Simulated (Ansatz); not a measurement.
# ScAl3: the cost of one run

Computed with Ansatz 0.2.0 (DFT LDA, scalar-relativistic, plane waves, PAW, unless a step's input says otherwise).

**1. The system as given**

The structure is cubic, space group Pm-3m (No. 221). Conventional cell: a = 4.100 Å, b = 4.100 Å, c = 4.100 Å, α = 90.00°, β = 90.00°, γ = 90.00°. Al (site symmetry 4/mmm) has 8 Al at 2.90 Å and 4 Sc at 2.90 Å as nearest neighbours. Sc (site symmetry m-3m) has 12 Al at 2.90 Å as nearest neighbours.

As a file:

```
Al Sc
1.0
     4.10000    0.00000    0.00000
     0.00000    4.10000    0.00000
     0.00000    0.00000    4.10000
Al Sc
3 1
Direct
  0.00000 0.50000 0.50000
  0.50000 0.00000 0.50000
  0.50000 0.50000 0.00000
  0.00000 0.00000 0.00000
```

**2. Relaxing cell and atoms: ScAl3, no spin**

The input, input.yaml:

```yaml
crystal:
  lattice:
    - [4.1, 0.0, 0.0]
    - [0.0, 4.1, 0.0]
    - [0.0, 0.0, 4.1]
  atoms:
    - { symbol: Al, position: [0.0, 0.5, 0.5] }
    - { symbol: Al, position: [0.5, 0.0, 0.5] }
    - { symbol: Al, position: [0.5, 0.5, 0.0] }
    - { symbol: Sc, position: [0.0, 0.0, 0.0] }
scf:
  occupations: { method: gaussian, width: 0.1 }
output:
  forces: true
  stress: true
  eigenvalues: true
  write_density: true
  write_potential: true
  elf: true
  volumetric_format: npy
kpoints:
  mp_grid: { grid: [16, 16, 16] }
hamiltonian:
  xc: lda
relax:
  f_tol: 0.003
  max_steps: 60
  cell: { stress_tol: 0.02 }
```

The run is started by

```sh
ansatz run input.yaml --threads 4 --pin off --max-ram 8192MiB --backend cpu --events-out ev --progress --plain --runs-dir out
```

**Question.** How long does this run take on 4 threads of Intel Xeon 6975P-C (Granite Rapids), shared host, and how much memory does it need?

About 8.5 s, with a peak of 0.56 GiB.
